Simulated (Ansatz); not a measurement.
Predict the output of the script below (Ansatz's Python interface).

The script, `relaxed_scan_ch2br.py`:
```python
"""Relaxed scan of one distance in CH2Br."""

import ansatz as az
import numpy as np


def main() -> None:
    mol = (
        az.Crystal.molecule()
        .atom("C", (0.016, -0.2302, -0.1007))
        .atom("Br", (0.1801, 1.373, 0.837))
        .atom("H", (-0.37, -0.1, -1.1588))
        .atom("H", (0.2295, -1.103, 0.4021))
    )

    base = (
        mol.calculation()
        .basis(gaussian="def2-SVP")
        .functional("PBE")
        .spin("collinear", total=1)
    )
    symbols = [site.symbol for site in mol.cartesian_sites]
    pairs = [(0, 1), (0, 2), (0, 3)]
    print("held (A)   E (eV)        ", "  ".join(f"{symbols[i]}{i}-{symbols[j]}{j}" for i, j in pairs))
    for length in [0.95, 1.03, 1.11, 1.24, 1.39]:
        r = base.relax(constraints=[az.DistanceConstraint((0, 3), at=length)], force_tolerance=0.02, max_steps=60).run(threads=1, backend="cpu").report
        xyz = np.array(r["positions_ang"])
        print(f"{length:6.2f} {r['free_energy_ev']:14.5f}  ", "  ".join(f"{np.linalg.norm(xyz[i] - xyz[j]):.3f}" for i, j in pairs))


if __name__ == "__main__":
    main()
```

```console
$ python relaxed_scan_ch2br.py
held (A)   E (eV)         C0-Br1  C0-H2  C0-H3
DeckWarning: relax.constraints: the input's atoms, or those drawn, lie off the distances that are held; a relaxation that starts there is brought onto them ahead of its first SCF, by positions alone, [...]
  0.95   -71092.26824   1.854  1.096  0.950
  1.03   -71092.68358   1.854  1.097  1.030
  1.11   -71092.77017   1.853  1.097  1.110
  1.24   -71092.50410   1.852  1.099  1.240
  1.39   -71091.90508   1.851  1.101  1.390
```
(Warnings from the package without file and line, shortened, repeats left out.)

Total energies depend on the basis set; only differences at equal settings carry meaning. The energies are electronic: no zero-point or thermal terms, and the basis set is short of its limit. The run takes the species as open-shell (spin multiplicity 2), which needn't be its ground state. Timing: 46 s on 1 thread of Arm Neoverse V1, on a shared host, peak memory 0.19 GiB.
